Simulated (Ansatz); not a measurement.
Input of an Ansatz 0.2.0 run:

input.yaml

```yaml
crystal:
  lattice:
    - [6.1301789719, 0.0, 0.0]
    - [-3.065089486, 5.3088907194, 0.0]
    - [0.0, 0.0, 4.908893]
  atoms:
    - { symbol: Fe, position: [0.0, 0.0, 0.0], spin: 3.0 }
    - { symbol: Mg, position: [0.3333333333, 0.6666666667, 0.5] }
    - { symbol: Mg, position: [0.8431255, 0.686251, 0.5] }
    - { symbol: Mg, position: [0.8431255, 0.1568745, 0.5] }
    - { symbol: Mg, position: [0.313749, 0.1568745, 0.5] }
    - { symbol: Mg, position: [0.999297, 0.4996485, 0.0] }
    - { symbol: Mg, position: [0.5003515, 0.4996485, 0.0] }
    - { symbol: Mg, position: [0.5003515, 0.000703, 0.0] }
hamiltonian:
  xc: pbe
  pseudopotentials: { kind: paw }
magnetization:
  spin_polarized: true
kpoints:
  mp_grid: { grid: [5, 5, 6] }
scf:
  occupations: { method: fermi_dirac, width: 0.05 }
output:
  forces: true
  stress: true
  eigenvalues: true
```

Potentials or basis: Ansatz PAW.

Launch:

```console
$ ansatz run input.yaml --threads 4 --pin off --max-ram 10240MiB --backend cpu --events-out ev --progress --plain --runs-dir out
```

(1) Predict the net moment.

(2) Estimate the absolute moment.

(3) What does it give for the band gap on the k mesh?

Answers

(1) 2.42 μB per cell.

(2) 3.34 μB per cell.

(3) none (metal or under the smearing width).
